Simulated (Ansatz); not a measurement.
# ZnSe (Stilleite): the cost of one run

Program: Ansatz 0.2.0, driven from Python. Level of theory: DFT PBE, all-electron LAPW. These are calculated values, not measurements.

### 1 Starting point

The structure is cubic, space group F-43m (No. 216). The conventional cell has a = 5.668 Å, b = 5.668 Å, c = 5.668 Å, α = 90.00°, β = 90.00°, γ = 90.00°. Zn (site symmetry -43m) is surrounded by 4 Se at 2.45 Å. Se (site symmetry -43m) has 4 Zn at 2.45 Å in its first shell of neighbours.

The script reads znse.extxyz:

```xyz
2
Lattice="0.0 2.8338 2.8338 2.8338 0.0 2.8338 2.8338 2.8338 0.0" Properties=species:S:1:pos:R:3 pbc="T T T"
Zn    0.00000000    0.00000000    0.00000000
Se    1.41690000    1.41690000    1.41690000
```

### 2 The code

lapw_znse.py reads:

```python
"""All-electron LAPW single point of ZnSe."""

import sys
import warnings

import ansatz as az
import numpy as np

warnings.simplefilter("ignore", az.DeckWarning)

cell = az.Crystal.from_extxyz("znse.extxyz")

calculation = (
    cell.calculation()
    .functional("PBE")
    .kpoints(8, 8, 8)
    .occupations(az.OccupationsMethod.FIXED)
    .pseudopotentials("all_electron", lapw=True)
    .stress()
)
try:
    outcome = calculation.run(threads=1, backend="cpu")
except az.NonConvergedError as error:
    sys.exit(f"no convergence: {error}")
except az.RefusalError as error:
    sys.exit(f"input refused: {error}")
summary = outcome.report

print("%-22s %14.5f eV" % ("F = E - TS", summary["free_energy_ev"]))
print("%-22s %14.5f eV" % ("E", summary["internal_energy_ev"]))
print("%-22s %14.5f eV" % ("Harris-Foulkes", summary["harris_foulkes_ev"]))
print("%-22s %14.5f eV" % ("Fermi level", summary["fermi_energy_ev"]))

# the stress is positive in compression
sigma = summary["stress_gpa"]
voigt = [sigma[0][0], sigma[1][1], sigma[2][2], sigma[1][2], sigma[0][2], sigma[0][1]]
print("stress xx yy zz yz xz xy (GPa, compression positive):", " ".join(f"{s:.3f}" for s in voigt))
print("P =", round(10 * float(np.mean(voigt[:3])), 2), "kbar")

errors = summary["lapw_basis_errors"]
print(f"estimated basis error {1000 * errors['total_ev_per_atom']:.3f} meV/atom, target {1000 * errors['basis_error_target_ev_per_atom']:.3f}")
for sphere in errors["spheres"]:
    print(f"  {sphere['species']:2s} muffin-tin radius {sphere['muffin_tin_radius_ang']:.3f} A, core shells {sphere['core_shells']}")
```

### 3 The input behind the calls

The engine receives this input:

```yaml
crystal:
  lattice:
    - [0.0, 2.8338, 2.8338]
    - [2.8338, 0.0, 2.8338]
    - [2.8338, 2.8338, 0.0]
  atoms:
    - { symbol: Zn, position: [0.0, 0.0, 0.0] }
    - { symbol: Se, position: [0.25, 0.25, 0.25] }
kpoints:
  mp_grid:
    grid: [8, 8, 8]
hamiltonian:
  xc: pbe
  pseudopotentials:
    kind: all_electron
    lapw: {}
scf:
  occupations:
    method: fixed
output:
  stress: true
```

### 4 Running it

Launch:

```
$ python lapw_znse.py
```

What time and memory should one allow on 1 thread of Arm Neoverse V2, shared host?

About 18 s, with a peak of 0.41 GiB.
